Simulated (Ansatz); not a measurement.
# As₂+ (doublet): the correlation ladder, cc-pVDZ

How much of the correlation energy of As₂+ (doublet) does each wave-function method recover here?

The runs use Ansatz 0.2.0, Gaussian basis; cc-pVDZ, core rule «outside noble gas», up to 28 orbitals frozen.

Plan: UHF; CCSD(T) on ROHF; CCSD(T) on UHF; BCCD(T) on ROHF; CISD; CCSDT(Q) on ROHF; CCSDT(Q) on UHF; CASSCF and MRCISD+Q, 9 electrons in 8 orbitals; CASSCF and NEVPT2, 9 electrons in 8 orbitals.

11 further runs of the same task are left out: 5 that didn't finish, 6 set aside as unsound or not needed.

**1. The system**

The geometry is a PBE0/def2-TZVP stationary point (not a proven minimum) of the parent state, kept for this charge and spin. No spin-orbit coupling is included. The filled d shell of As may be among the frozen orbitals whatever the setting's name suggests; the logs give the count.

2 atoms, charge 1, spin multiplicity 2.

Atoms are counted from 1 here; the program's logs count them from 0.

Bond lengths: As1–As2 2.089 Å.

As a file:

```
atom    x (Å)    y (Å)    z (Å)
 As1  0.00000  0.00000  0.00000
 As2  0.00000  0.00000  2.08900
```

**2. UHF**

Input file in.yaml:

```yaml
crystal:
  periodic: [false, false, false]
  atoms:
    - {symbol: As, position_ang: [0.000000, 0.000000, 0.000000]}
    - {symbol: As, position_ang: [0.000000, 0.000000, 2.089000]}
basis:
  gaussian: {orbitals: cc-pVDZ}
total_charge: 1
magnetization: {spin_polarized: true, initial_magnetization: 1}
hamiltonian: {xc: hf}
output: {orbitals: {seedname: orbitals}}
```

Launch:

```
$ ansatz run in.yaml --threads 1 --pin off --events-out ev --progress --plain --max-ram 2393MiB
```

After this run come: CCSD(T) on ROHF; CCSD(T) on UHF; BCCD(T) on ROHF; CISD; CCSDT(Q) on ROHF; CCSDT(Q) on UHF; CASSCF and MRCISD+Q, 9 electrons in 8 orbitals; CASSCF and NEVPT2, 9 electrons in 8 orbitals.

Before running them: what should the planned runs give, taken together? Wanted: UCCSDT(Q) below the RHF energy; RMP2 from UCCSDT(Q); UMP2 from UCCSDT(Q); RCCSD from UCCSDT(Q); RCCSD(T) from UCCSDT(Q); UCCSD(T) from UCCSDT(Q); RCCSDT(Q) from UCCSDT(Q); NEVPT2 valence from UCCSDT(Q); MRCISD+Q valence from UCCSDT(Q).

**Answer**, as computed:

| quantity | value |
| --- | --- |
| UCCSDT(Q) below the RHF energy | -5.4802 eV |
| RMP2 from UCCSDT(Q) | +94.1 kJ/mol |
| UMP2 from UCCSDT(Q) | +94.5 kJ/mol |
| RCCSD from UCCSDT(Q) | +29.3 kJ/mol |
| RCCSD(T) from UCCSDT(Q) | +5.4 kJ/mol |
| UCCSD(T) from UCCSDT(Q) | +5.3 kJ/mol |
| RCCSDT(Q) from UCCSDT(Q) | +0.2 kJ/mol |
| NEVPT2 valence from UCCSDT(Q) | +68.2 kJ/mol |
| MRCISD+Q valence from UCCSDT(Q) | -1.6 kJ/mol |
| levels within 1 kcal/mol (43 meV) | RCCSDT, UCCSDT, RCCSDT(Q), MRCISD+Q valence |
| T1 diagnostic | 0.017 |
| effectively unpaired electrons | 1.09 |

What this shows: RCCSD(T) lands +5.4 kJ/mol from the yardstick (1.0 % of the correlation energy). One determinant dominates. Of the multireference levels listed MRCISD+Q valence comes nearest in total energy (-1.6 kJ/mol), which doesn't show that its space is the better one. Coupled cluster took another determinant than the lowest Hartree-Fock one. These misses are within one basis, not against nature; the frozen cores of restricted and unrestricted runs differ, which can shift their rows.
